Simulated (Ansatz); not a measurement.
**C2H2Zn: basis-set convergence**

An exercise on one series of results from a longer session: the logs are not shown, and one member is left open.

Computed with Ansatz 0.2.0, Gaussian basis. Level: one geometry, several basis sets.

Levels to be run: PBE0-D4/def2-SVP; ωB97M-V/def2-SVP; PBE0-D4/def2-QZVPP; ωB97M-V/def2-QZVPP; the functionals' def2-TZVPP values are taken from earlier runs.

### The geometry

All runs share one geometry, relaxed beforehand with PBE0-D4 in a triple-zeta def2 set.

SMILES `C#[C][ZnH]`, 5 atoms, charge 0, spin multiplicity 1.

Atoms are counted from 1 here; the program's logs count them from 0.

Bond lengths: C1–C2 1.211 Å, C1–H4 1.066 Å, C2–Zn3 1.882 Å, Zn3–H5 1.528 Å. Angles: C2–C1–H4 180.0°, C1–C2–Zn3 179.8°, C2–Zn3–H5 179.9°.

The first run:

in.yaml

```yaml
crystal:
  periodic: [false, false, false]
  atoms:
    - {symbol: C, position_ang: [-1.281064, 0.630996, 0.655813]}
    - {symbol: C, position_ang: [-0.294314, 0.142576, 0.152678]}
    - {symbol: Zn, position_ang: [1.239995, -0.612042, -0.633672]}
    - {symbol: H, position_ang: [-2.150342, 1.061492, 1.098820]}
    - {symbol: H, position_ang: [2.485705, -1.223023, -1.273639]}
basis:
  gaussian: {orbitals: def2-SVP}
hamiltonian: {xc: pbe0, dispersion: d4}
output: {orbitals: {seedname: orbitals}}
```

Among the steps run: PBE0-D4 in def2-SVP; ωB97M-V in def2-SVP; PBE0-D4 in def2-QZVPP; ωB97M-V in def2-QZVPP.

One of the session's tables, all rows but one given; the rest of the session is left out.

It belongs to the step «Functionals by basis». 

| functional | basis | HOMO (eV) |
| --- | --- | --- |
| PBE0-D4 | def2-SVP | -7.84 |
| PBE0-D4 | def2-TZVPP | -8.03 |
| PBE0-D4 | def2-QZVPP | -8.04 |
| ωB97M-V | def2-SVP | -10.09 |
| ωB97M-V | def2-TZVPP | -10.29 |
| ωB97M-V | def2-QZVPP | ? |

Q: Estimate the row for ωB97M-V, def2-QZVPP from the others.

The run gave: HOMO (eV): -10.30. In the column «HOMO (eV)» it is the lowest.
